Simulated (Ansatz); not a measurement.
# GaNH+ (quintet): wave-function methods side by side, cc-pVDZ

The task here is to estimate one member of a computed series from the others.

The runs use Ansatz 0.2.0, Gaussian basis; cc-pVDZ, core rule «outside noble gas», up to 15 orbitals frozen.

To be run: UHF; CCSD(T) on ROHF; CCSD(T) on UHF; BCCD(T) on ROHF; CISD; CCSDT(Q) on ROHF; CCSDT(Q) on UHF.

25 further runs of the same task are left out: 1 for a mislabelled method, 6 for a known fault of the program, 6 that didn't finish, 12 set aside as unsound or not needed.

## What is computed

The geometry is a PBE0/def2-TZVP stationary point (not a proven minimum) of the parent state, kept for this charge and spin. No spin-orbit coupling is included. The filled d shell of Ga may be among the frozen orbitals whatever the setting's name suggests; the logs give the count.

3 atoms, charge 1, spin multiplicity 5.

Atoms are counted from 1 here; the program's logs count them from 0.

Bond lengths: N1–Ga2 1.985 Å, Ga2–H3 1.616 Å. Angles: N1–Ga2–H3 112.7°.

Set-up of the first run:

The input, in.yaml:

```yaml
crystal:
  periodic: [false, false, false]
  atoms:
    - {symbol: N, position_ang: [0.000000, 0.093904, 1.661900]}
    - {symbol: Ga, position_ang: [0.000000, -0.039184, -0.318801]}
    - {symbol: H, position_ang: [0.000000, 1.405604, -1.041722]}
basis:
  gaussian: {orbitals: cc-pVDZ}
total_charge: 1
magnetization: {spin_polarized: true, initial_magnetization: 4}
hamiltonian: {xc: hf}
output: {orbitals: {seedname: orbitals}}
```

Started as:

```bash
$ ansatz run in.yaml --threads 1 --pin off --events-out ev --progress --plain --max-ram 2393MiB
```

Among the steps run: UHF; CCSD(T) on ROHF; CCSD(T) on UHF; BCCD(T) on ROHF; CISD; CCSDT(Q) on ROHF; CCSDT(Q) on UHF.

One table of the session follows, with a row left open; its other results are not shown here.

It belongs to the step «Misses and costs». 

```
   method  from UCCSDT(Q) (meV)
     ROHF               +3943.4
      UHF               +3704.8
     RMP2                +976.9
     UMP2                +893.4
    RCCSD                +105.2
    UCCSD                 +83.8
 RCCSD(T)                 +35.9
 UCCSD(T)                 +21.7
  BCCD(T)                 +33.6
   RCCSDT                     ?
   UCCSDT                  +2.4
RCCSDT(Q)                 +12.3
UCCSDT(Q)                     0
```

Q: Estimate the row for RCCSDT from the others.

As computed: from UCCSDT(Q) (meV): +14.7. In the column «from UCCSDT(Q) (meV)» it lies between RCCSDT(Q) (+12.3) and UCCSD(T) (+21.7).

Not comparable, so not listed: CISD (they don't share determinant, frozen orbitals or solution with the rows shown, or repeat one).

To keep in mind: Restricted and unrestricted rows rest on different reference determinants; where their highest levels disagree by more than a few hundredths of an eV, they describe different states and don't form one ladder.
